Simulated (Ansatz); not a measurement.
**Rh: a line through a two-coordinate scan**

An exercise on one series of results from a longer session: the logs are not shown, and one member is left open.

Program: Ansatz 0.2.0. Level of theory: DFT LDA, scalar-relativistic, plane waves, PAW. These are calculated values, not measurements.

31 further runs of the same task are left out: 31 set aside as unsound or not needed.

## The structure to begin with

The structure is cubic, space group Fm-3m (No. 225). The conventional cell has a = 3.754 Å, b = 3.754 Å, c = 3.754 Å, α = 90.00°, β = 90.00°, γ = 90.00°. Rh (site symmetry m-3m) has 12 Rh at 2.65 Å as nearest neighbours.

Coordinates:

```cif
data_structure
_symmetry_space_group_name_H-M 'P 1'
_symmetry_Int_Tables_number 1
_cell_length_a 2.6545
_cell_length_b 2.6545
_cell_length_c 2.6545
_cell_angle_alpha 60.000
_cell_angle_beta 60.000
_cell_angle_gamma 60.000
_cell_volume 13.23
loop_
_atom_site_label
_atom_site_type_symbol
_atom_site_fract_x
_atom_site_fract_y
_atom_site_fract_z
_atom_site_occupancy
Rh1 Rh 0.00000 0.00000 0.00000 1
```

It is the result of an earlier relaxation at this level (volume 13.23 Å³/atom; gap on the mesh: none (metal)).

## Plan of the line

The energy is mapped over volume and a fixed ferromagnetic moment.

- volume per atom: 7 values from 10.85 to 15.61 Å³
- total spin moment of the cell, held fixed: 9 values from 0.000 to 1.000 μB

Nothing else is relaxed (shape and fractional coordinates fixed). Points are written as (first, second).

The first run:

File input.yaml:

```yaml
crystal:
  lattice:
    - [0.0, 1.7568979448, 1.7568979448]
    - [1.7568979448, 0.0, 1.7568979448]
    - [1.7568979448, 1.7568979448, 0.0]
  atoms:
    - { symbol: Rh, position: [0.0, 0.0, 0.0], spin: 0.25 }
basis:
  ecutwfc: 420
kpoints:
  mp_grid: { grid: [22, 22, 22] }
hamiltonian:
  xc: lda
  pseudopotentials: { kind: paw, azcp: { folder: soft_1 } }
scf:
  occupations: { method: gaussian, width: 0.15 }
  lower_state_search: "off"
output:
  forces: true
  stress: true
  eigenvalues: true
  populations: true
magnetization:
  spin_polarized: true
  initial_magnetization: 0.25
  spin_locking: { lock_magnetization: hard }
```

The run is started by

```
$ ansatz run input.yaml --threads 1 --pin off --max-ram 2048MiB --backend cpu --events-out ev --progress --plain --runs-dir out
```

Steps of the session up to this table: Grid point (10.85 Å³, 0.250 μB); The run at (11.64 Å³, 0.250 μB); Point (12.43 Å³, 0.250 μB); Point (13.23 Å³, 0.250 μB); Point (14.02 Å³, 0.250 μB); The run at (14.81 Å³, 0.250 μB); Point (15.61 Å³, 0.250 μB).

One table of the session follows, with a row left open; its other results are not shown here.

| volume per atom (Å³) | energy (meV/atom) | pressure (GPa) | absolute magnetic moment (μB per cell) |
| --- | --- | --- | --- |
| 10.85 | 643 | 104 | 0.250 |
| 11.64 | ? | ? | ? |
| 12.43 | 57 | 24 | 0.250 |
| 13.23 | 0 | 1 | 0.251 |
| 14.02 | 39 | −15 | 0.251 |
| 14.81 | 145 | −26 | 0.251 |
| 15.61 | 295 | −34 | 0.252 |

Estimate the missing values for volume per atom (Å³) = 11.64.

Worked estimate for «energy (meV/atom)». A straight line through the neighbours (10.85, 643) and (12.43, 57) gives 643 + (57 − 643) × (11.64 − 10.85) / (12.43 − 10.85) = 350; a parabola fitted to 3 rows on both sides gives 271.

The run gave: energy (meV/atom): 251; pressure (GPa): 57; absolute magnetic moment (μB per cell): 0.250. In «energy (meV/atom)» the line misses by +99 and the parabola by +20.

Energies count from the lowest point of the line.

What this shows: Along the line the energy is lowest at 13.23 Å³. Three points round the minimum, joined by a parabola, put the minimum at 13.299 Å³, with a curvature of about 150 meV/atom per (Å³)². The well is lopsided: two grid steps out, the energy rises by 251 meV/atom towards smaller values and 145 meV/atom towards larger ones. The highest point computed, at 10.85 Å³, lies 643 meV/atom above the lowest. This is one cut through a surface in two coordinates; the map's lowest point lies off it.

Caveats from the session: Warnings in the runs' records: pseudo functional mismatch, stress scf threshold loose.
